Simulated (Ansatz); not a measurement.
# CH3ClF2STi: small, medium and large basis sets

The task here is to estimate one member of a computed series from the others.

Program: Ansatz 0.2.0, Gaussian basis. Level of theory: one geometry, several basis sets. These are calculated values, not measurements.

Plan: PBE0-D4/def2-SVP; ωB97M-V/def2-SVP; PBE0-D4/def2-QZVPP; ωB97M-V/def2-QZVPP; the functionals' def2-TZVPP values are taken from earlier runs.

## The geometry

All runs share one geometry, relaxed beforehand with PBE0-D4 in a triple-zeta def2 set.

SMILES `C[S][Ti]([F])([F])[Cl]`, 9 atoms, charge 0, spin multiplicity 1.

Atoms are counted from 1 here; the program's logs count them from 0.

Bond lengths: C1–S2 1.822 Å, C1–H7 1.090 Å, C1–H8 1.090 Å, C1–H9 1.089 Å, S2–Ti3 2.243 Å, Ti3–F4 1.750 Å, Ti3–F5 1.739 Å, Ti3–Cl6 2.192 Å. Angles: S2–C1–H7 107.0°, S2–C1–H8 111.6°, S2–C1–H9 109.7°, H7–C1–H8 108.6°, H7–C1–H9 109.8°, H8–C1–H9 110.1°, C1–S2–Ti3 97.5°, S2–Ti3–F4 107.5°, S2–Ti3–F5 106.3°, S2–Ti3–Cl6 107.8°, F4–Ti3–F5 113.6°, F4–Ti3–Cl6 108.6°, F5–Ti3–Cl6 112.7°.

Set-up of the first run:

Contents of in.yaml:

```yaml
crystal:
  periodic: [false, false, false]
  atoms:
    - {symbol: C, position_ang: [-1.301041, 0.453875, 0.690092]}
    - {symbol: S, position_ang: [-0.747690, 0.606041, -1.038650]}
    - {symbol: Ti, position_ang: [1.206352, -0.471783, -0.815160]}
    - {symbol: F, position_ang: [0.870496, -2.022393, -0.076694]}
    - {symbol: F, position_ang: [1.884287, -0.592485, -2.412503]}
    - {symbol: Cl, position_ang: [2.463646, 0.693645, 0.550248]}
    - {symbol: H, position_ang: [-2.383872, 0.574744, 0.688947]}
    - {symbol: H, position_ang: [-1.059976, -0.525421, 1.104295]}
    - {symbol: H, position_ang: [-0.843799, 1.237478, 1.292326]}
basis:
  gaussian: {orbitals: def2-SVP}
hamiltonian: {xc: pbe0, dispersion: d4}
output: {orbitals: {seedname: orbitals}}
```

Among the steps run: PBE0-D4 in def2-SVP; ωB97M-V in def2-SVP; PBE0-D4 in def2-QZVPP; ωB97M-V in def2-QZVPP.

One table of the session follows, with a row left open; its other results are not shown here.

It belongs to the step «Functionals by basis». 

```
functional       basis  HOMO (eV)  LUMO (eV)
   PBE0-D4    def2-SVP      -7.84      -3.15
   PBE0-D4  def2-TZVPP      -7.87      -3.07
   PBE0-D4  def2-QZVPP          ?          ?
   ωB97M-V    def2-SVP      -9.90      -0.91
   ωB97M-V  def2-TZVPP      -9.97      -0.89
   ωB97M-V  def2-QZVPP      -9.99      -0.91
```

Q: Estimate the row for PBE0-D4, def2-QZVPP from the others.

As computed: HOMO (eV): -7.87; LUMO (eV): -3.08.
